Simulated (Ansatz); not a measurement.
Crystal: CsEu.

```xyz
2
Lattice="4.4644 0.0000 0.0000 -2.2322 3.8663 0.0000 0.0000 0.0000 8.0086" Properties=species:S:1:pos:R:3 pbc="T T T"
Eu    2.2322    1.2888    0.0000
Cs    0.0000    0.0000    4.0043
```

The cell comes from a database or a generator and needn't be the stable form of this composition.

Below is the output of Ansatz 0.2.0 for this cell. Logs are shortened: lines on timing, memory, paths and dates and some standing lists are left out, and cuts for length are marked.

```text
Warning: output.stress: scf.convergence.dr2_threshold = 1e-7 eV (the SCF's general default) is looser than the 2e-10 eV advised for a printed stress (1e-10 eV for each atom of the cell: 2). What an SCF threshold leaves in a stress goes as its square root, and in the free energy as the threshold itself, and one threshold admits the most on a small cell: of the crystals measured, under no hybrid functional and no lock of the moments, on runs that ended without the residual-converged pass, on stresses that held no estimate of that error, the worst erred by over 100 MPa in a component at 1e-7 eV an atom and by under 5 at 1e-10. Set scf.convergence.dr2_threshold to 2e-10 eV or tighter. The threshold is an SCF's pass mark: one that does not reach it within its budget of iterations ends unconverged, or closes short of it on a stop that the run arms, and scf.convergence.dr2_threshold's page says what that costs each kind of run
Warning: RAYON_NUM_THREADS=2 ignored (pool sized by the plan → 2); use --threads N
scf.n_extra_bands = 6 over 26 filled bands (N_el = 26.0): the run solves 32 bands
Engine: ansatz 0.2.0, x86_64-unknown-linux-gnu
Pseudopotentials: kind: paw_fr
Pseudopotential: Eu, paw_fr, valence charge 17, recommended cutoff 420 eV (normal), Eu.paw.azcp#standard-fr
Pseudopotential: Cs, paw_fr, valence charge 9, recommended cutoff 420 eV (normal), Cs.paw.azcp#standard-fr
Functional definition: PBE
  parameter kappa = 0.804
  parameter beta = 0.06672455060314922
  exchange = pbe_x(kappa = kappa, mu = beta*pi^2/3)
  correlation = pbe_c(beta = beta)
Crystal: 2 atoms, lattice volume = 138.235 Å³
Basis set: ecut = 420 eV, 2697 PW (Γ), exchange–correlation on 60×60×108 points (8 copies of the dense FFT grid, shifted against one another)
Bands: 32, of which v1, the nominal top of the filled ones, is band 26 counted from 1 (25 counted from 0)
Symmetry: 1 space group operations
Magnetic group: BNS 1.1 (UNI 1), of the structure as read, at distance tolerance 5.2e-5 Å
k-points: 196
Projection manifold: j_resolved (fully-relativistic pseudo-atomic orbitals)
Non-local potential: Eu, projectors of the file, l = 0: 3, l = 1: 4, l = 2: 4, l = 3: 6
Non-local potential: Cs, projectors of the file, l = 0: 3, l = 1: 4, l = 2: 4, l = 3: 4
PAW form: soft (Blöchl's): semilocal exchange-correlation on the pseudo side does not see the compensation charge
PAW one-centre angular grid: Eu, 590 points (default); XC on 64 Gauss nodes
PAW one-centre angular grid: Cs, 194 points (default); XC on 64 Gauss nodes
Initial density: superposition of atomic densities (chi_scale 0.1, normalization cell)
[... 39 lines left out ...]
Internal energy: -14450.122059 eV  (E = F + TS)
E sigma→0 (E₀):  -14450.134520 eV
Entropy (-TS):   -0.024921 eV (-12.460 meV/atom)
Fermi energy:    4.881671 eV
--- Per-component energies (eV) ---
  E_band       = -189.415210
  E_kinetic    = 486.190036
  E_local      = -3127.580168  (includes V_loc(G=0)·N_el)
  E_nonlocal   = 514.335323
  E_hartree    = 1256.147129
  E_xc         = -346.391060
  E_vxc        = -322.593746  (∫ρ·V_xc dr)
  E_paw        = -11473.412769  (= ΣΔE_a)
  E_vpaw       = -252.056815  (= ΣTr[D̂ρ^β])
  E_aug_tail   = -0.000001  (compensation charges beyond the density's cutoff)
  E_ewald      = -1759.410550
  E_smearing   = -0.024921  (= −TS)
  E_closure    = 0.000000  (closes the sum)
  Σ components = -14450.146980   (vs F -14450.146980, Δ=0.00e0)
--- Forces (eV/Å), atoms counted from 1 ---
  atom   1  Eu     0.00000038     0.00000199    -0.00000052
  atom   2  Cs    -0.00000001    -0.00000002     0.00000006
  max |Σ_I F_I| component: 1.97e-6 eV/Å
--- Stress (GPa, compression-positive) ---
       -0.282861       0.000001       0.000000
        0.000001      -0.282861      -0.000001
        0.000007       0.000006      -0.201601
  P = ⅓ Tr σ = -0.2558 GPa (-2.558 kbar)
--- Band table (eV; the first three rows and the last of 196) ---
  k-point 0: bands = ["-37.1689", "-34.0012", "-18.6397", "-18.6183", "-18.1332", "-17.4428", "-14.8104", "-13.6751", "-13.0886", "-12.4886", "-6.4508", "-6.4502", "-4.8831", "-4.8659", "-4.7081", "-4.6849", "1.7329", "2.2961", "4.0305", "4.1165", "4.1908", "4.2223", "4.2663", "4.4018", "4.4503", "4.4739", "4.5783", "5.1545", "5.7608", "6.3458", "6.4510", "6.5215"]
  k-point 1: bands = ["-37.1689", "-34.0012", "-18.6398", "-18.6184", "-18.1331", "-17.4427", "-14.8104", "-13.6750", "-13.0883", "-12.4886", "-6.4520", "-6.4514", "-4.8869", "-4.8696", "-4.7081", "-4.6849", "1.9015", "2.4771", "3.7755", "4.0316", "4.1068", "4.1168", "4.2224", "4.2701", "4.4018", "4.4742", "4.5779", "5.3846", "5.9289", "6.3163", "6.3345", "6.5085"]
  k-point 2: bands = ["-37.1689", "-34.0012", "-18.6399", "-18.6185", "-18.1331", "-17.4425", "-14.8104", "-13.6748", "-13.0880", "-12.4886", "-6.4532", "-6.4525", "-4.8906", "-4.8731", "-4.7081", "-4.6850", "2.1376", "2.7500", "3.3638", "3.6970", "4.0318", "4.1171", "4.2225", "4.2694", "4.4019", "4.4746", "4.5782", "5.6210", "6.1133", "6.2661", "6.3242", "6.3505"]
  k-point 195: bands = ["-37.1674", "-33.9991", "-18.6114", "-18.5899", "-18.1474", "-17.4460", "-14.8407", "-13.6950", "-13.0873", "-12.5304", "-6.5466", "-6.5427", "-4.9921", "-4.9894", "-4.8480", "-4.8448", "2.6634", "3.2604", "4.0283", "4.1166", "4.2016", "4.2739", "4.3759", "4.4422", "4.4782", "4.5638", "4.8693", "5.3937", "5.7156", "5.8677", "6.3779", "6.4506"]
```

What input gives this log?

Band structure with PBE, non-collinear spin, ferromagnetic start, spin-orbit coupling. The files as run (others can give the same):

input.yaml
```yaml
crystal:
  lattice:
    - [4.4644198847, 0.0, 0.0]
    - [-2.2322099423, 3.8663010333, 0.0]
    - [0.0, 0.0, 8.008631]
  atoms:
    - { symbol: Eu, position: [0.6666666667, 0.3333333333, 0.0], spin: 6.999, spin_axis: [4.041, 4.041, 4.041] }
    - { symbol: Cs, position: [0.0, 0.0, 0.5] }
hamiltonian:
  xc: pbe
  pseudopotentials: { kind: paw_fr }
magnetization:
  noncollinear: true
  spin_orbit: true
kpoints:
  mp_grid: { grid: [7, 7, 4] }
  band_path:
    path:
      - [[0.0, 0.0, 0.0], [0.5, 0.0, 0.0], [0.3333333333, 0.3333333333, 0.0], [0.0, 0.0, 0.0], [0.0, 0.0, 0.5], [0.5, 0.0, 0.5], [0.3333333333, 0.3333333333, 0.5], [0.0, 0.0, 0.5]]
      - [[0.5, 0.0, 0.5], [0.5, 0.0, 0.0]]
      - [[0.3333333333, 0.3333333333, 0.0], [0.3333333333, 0.3333333333, 0.5]]
    npoints: 14
scf:
  occupations: { method: fermi_dirac, width: 0.05 }
  n_extra_bands: 6
output:
  forces: true
  stress: true
  eigenvalues: true
  fatbands: false
```

Potentials or basis: Ansatz PAW.
Run with:
```sh
$ ansatz run input.yaml --threads 2 --pin off --max-ram 5632MiB --backend cpu --events-out ev --progress --plain --runs-dir out
```

Caveat: without U or exact exchange the open f shell lies at the Fermi level, which spoils levels, moments and volumes; the thresholds are loose for stress.
